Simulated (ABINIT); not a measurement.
Runs of ABINIT 10.8.3 (patched build) on AgRh. The structure is hexagonal, space group P-6m2 (No. 187). The conventional cell has a = 2.778 Å, b = 2.778 Å, c = 4.809 Å, α = 90.00°, β = 90.00°, γ = 120.00°. Ag (site symmetry -6m2) has 6 Ag at 2.78 Å and 6 Rh at 2.89 Å as nearest neighbours. Rh (site symmetry -6m2) is surrounded by 6 Rh at 2.78 Å and 6 Ag at 2.89 Å. The cell comes from a database or a generator and needn't be the stable form of this composition.

| task | level | potentials or basis | cell | cutoff (eV) | cell freedom (optcell) | cutoff smearing ecutsm (Ha) | optimiser (ionmov) | force stop (Ha/bohr) | fine-grid cutoff | gap on the mesh (eV) | pressure (GPa) | relaxed volume (Å³/atom) |
| --- | --- | --- | --- | --- | --- | --- | --- | --- | --- | --- | --- | --- |
| relaxation of cell and atoms | PBE+D3(BJ) | JTH PAW PBE v2.0 | relaxed | 463 | 2 | 0.5 | 2 | 0.0002 | 925.187 eV | none | 0.0 | 15.22 |
| relaxation of cell and atoms | LDA | JTH PAW LDA v2.0 | relaxed | 463 | 2 | 0.5 | 2 | 5e-05 | 925.187 eV | none | 0.0 | 14.61 |
| relaxation of cell and atoms | PBE | JTH PAW PBE v2.0 | relaxed | 463 | 2 | 0.5 | 2 | 0.0002 | 925.187 eV | none | 0.0 | 15.83 |
| relaxation of cell and atoms | PBE+D3 | JTH PAW PBE v2.0 | relaxed | 463 | 2 | 0.5 | 2 | 0.0002 | 925.187 eV | none | 0.0 | 15.19 |
| single point | PBEsol | PseudoDojo NC SR PBEsol v0.4.1 standard | as given | 1197 | - | - | - | - | - | none | (a) | - |
| single point | PBE | JTH PAW PBE v2.0 | as given | 463 | - | - | - | - | 925.187 eV | none | -2.3 | - |
| relaxation of cell and atoms | PBE+D2 | JTH PAW PBE v2.0 | relaxed | 463 | 2 | 0.5 | 2 | 0.0002 | 925.187 eV | none | 0.0 | (b) |

Alike in all rows: no spin polarisation; k mesh 11 × 11 × 6; smearing fermi-dirac 0.05 eV.

Q: Estimate the missing entries.

A: (a) -10.6; (b) 15.29.

Caveats: pairwise dispersion overbinds metals, which lowers pressure and volume (some runs).

A k mesh can miss the band edges, and the runs leave out spin-orbit coupling on Ag, Rh.

A gap of «none» marks a metal or a gap under the smearing width.

Not every run made on this cell is shown here.
